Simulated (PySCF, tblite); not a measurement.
# C5H13Si2 radical: geometry, infrared bands and EPR parameters

Aim: predict the infrared bands and EPR parameters of C5H13Si2 radical (`CC[CH]C1[SiH2]C[SiH2]1`).

Computed with tblite 0.8.0 and PySCF 2.14.0, with density-fitted response routines of our own, on a single molecule in the gas phase. Atoms count from 0, in the outputs and in this text.

### Step 1. The starting structure

20 atoms, charge 0, multiplicity 2; geometry from: force field or distance geometry start.

Bonds of the start (Å): C0–C1 1.50, C1–C2 1.49, C2–C3 1.51, C3–Si4 1.88, Si4–C5 1.88, C5–Si6 1.89, Si6–C3 1.88, C0–H7 1.13, C0–H8 1.10, C0–H9 1.10, C1–H10 1.12, C1–H11 1.10, C2–H12 1.10, C3–H13 1.11, Si4–H14 1.47, Si4–H15 1.45, C5–H16 1.11, C5–H17 1.09, Si6–H18 1.46, Si6–H19 1.47.

### Step 2. Relaxing the molecule with GFN2-xTB

What the job is given:

```
{"job": {"kind": "relax", "xc": "GFN2-xTB", "basis": "xTB"}, "charge": 0, "multiplicity": 2}
C      2.604900    -0.058400     0.801700
C      2.111000    -0.617700    -0.502800
C      0.676600    -1.001000    -0.539100
C     -0.283300     0.138600    -0.302200
Si    -1.740100     0.248500    -1.482900
C     -2.602500     1.062800    -0.020000
Si    -1.604700    -0.186500     0.988900
H      3.138500     0.902900     0.559200
H      1.822500     0.153900     1.550400
H      3.295900    -0.762600     1.288800
H      2.702200    -1.553900    -0.689800
H      2.327300     0.081000    -1.329400
H      0.359500    -1.455200    -1.494200
H      0.168100     1.135400    -0.099000
H     -1.481300     1.199000    -2.577900
H     -2.301200    -1.016400    -1.906200
H     -2.183200     2.090000     0.080300
H     -3.685400     0.938100     0.023000
H     -1.219700     0.280500     2.317600
H     -2.110100    -1.568000     0.920500
```

The run is started by

```console
$ OMP_NUM_THREADS=1 python probes_run.py task.json out
```

The driver reads the jobs from task.json and runs them one after another.

**Question.** This job is followed by: GFN2-xTB harmonic vibrations, gas phase; UKS B3LYP, pcH-1 on C H Si, non-relativistic, mean-field spin-orbit, GIAO. What will the session give for the following? strongest single infrared mode (GFN2-xTB); zero-point energy (GFN2-xTB); g(iso) (B3LYP); ⟨S²⟩; largest a(iso) (averaged by class); surface potential, 1st and 99th percentile.

As calculated:

| quantity | value |
| --- | --- |
| strongest single infrared mode (GFN2-xTB) | 2237 cm⁻¹, 569 km/mol |
| zero-point energy (GFN2-xTB) | 97.1 kcal/mol |
| g(iso) (B3LYP) | 2.00223 |
| ⟨S²⟩ | 0.754 (exact 0.75) |
| largest a(iso) (averaged by class) | 29Si on Si4, Si6, -145.0 MHz |
| surface potential, 1st and 99th percentile | -0.49 V and 1.05 V |

Relaxing lowered the energy by 1.261 eV in 191 steps; the close pair that moved most is C3–Si6, from 1.876 to 1.978 Å. All 54 modes are real, so the xTB geometry is a minimum. The strongest single mode, at 2237 cm⁻¹, moves mainly H14 and H18. Unscaled tight-binding wavenumbers are off by several per cent, some by more. Its intensities can rank the bands wrongly. Most of the unpaired spin sits on C2 (0.94 e). The isotropic g lies 0.1 ppt below the free-electron value.
